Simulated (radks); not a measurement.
**Br⁻ held by a Watson sphere**

One table from this session's results is given with a row withheld; the runs are named, their logs left out.

The numbers are computed with radks (a radial shooting solver on a logarithmic mesh, Libxc functionals) version 1 (scalar-relativistic Kohn-Sham, PBEsol, spin-polarised, spherical densities, finite nucleus), except any that are marked as measured or tabulated.

## Starting point

* element: bromine (Z = 35)
* charge: -1
* electrons: 36
* configuration: [Kr]
* nuclear rms radius: 4.1629 fm

The outer shells:

Br⁻
```
[Ar] core
3d [↑↓][↑↓][↑↓][↑↓][↑↓]
4s [↑↓]
4p [↑↓][↑↓][↑↓]
```

Set-up of the first run:

Settings of this run:

```text
Z 35
configuration [Kr]
relativity scalar-relativistic
functional pbe_sol,pbe_sol
spin polarised
nucleus finite rms 4.1629 fm
c 137.035999084
watson charge 1 radius 2.14 bohr
response adiabatic LDA kernel
```

Among the steps run: R = 2.14 bohr; R = 2.99 bohr; R = 3.16 bohr; R = 3.23 bohr; R = 3.56 bohr; R = 4.96 bohr.

One table of the session follows, with a row left open; its other results are not shown here.

| R (bohr) | highest level (eV) | its <r> (bohr) | sum of <r²> (bohr²) | α (bohr³) |
| --- | --- | --- | --- | --- |
| 2.14 | -8.443 | 2.111 | 45.54 | 23.56 |
| 2.99 | -7.342 | 2.205 | 48.91 | 30.46 |
| 3.16 | -7.116 | 2.219 | 49.45 | 31.95 |
| 3.23 | ? | ? | ? | ? |
| 3.56 | -6.603 | 2.247 | 50.55 | 35.43 |
| 4.96 | -5.114 | 2.299 | 52.91 | 46.15 |

**Question.** Estimate the row for R (bohr) = 3.23.

Worked estimate for «highest level (eV)». A straight line through the neighbours (3.16, -7.116) and (3.56, -6.603) gives -7.116 + (-6.603 + 7.116) × (3.23 − 3.16) / (3.56 − 3.16) = -7.026; a parabola fitted to 4 rows on both sides gives -7.022.

As computed: highest level (eV): -7.025; its <r> (bohr): 2.225; sum of <r²> (bohr²): 49.66; α (bohr³): 32.56. In «highest level (eV)» the line misses by -0.001 and the parabola by +0.003.

What this shows: From R = 2.14 to 4.96 bohr the top level moves from -8.443 to -5.114 eV and its mean radius from 2.11 to 2.30 bohr. A wider sphere makes a shallower well, so the ion swells.
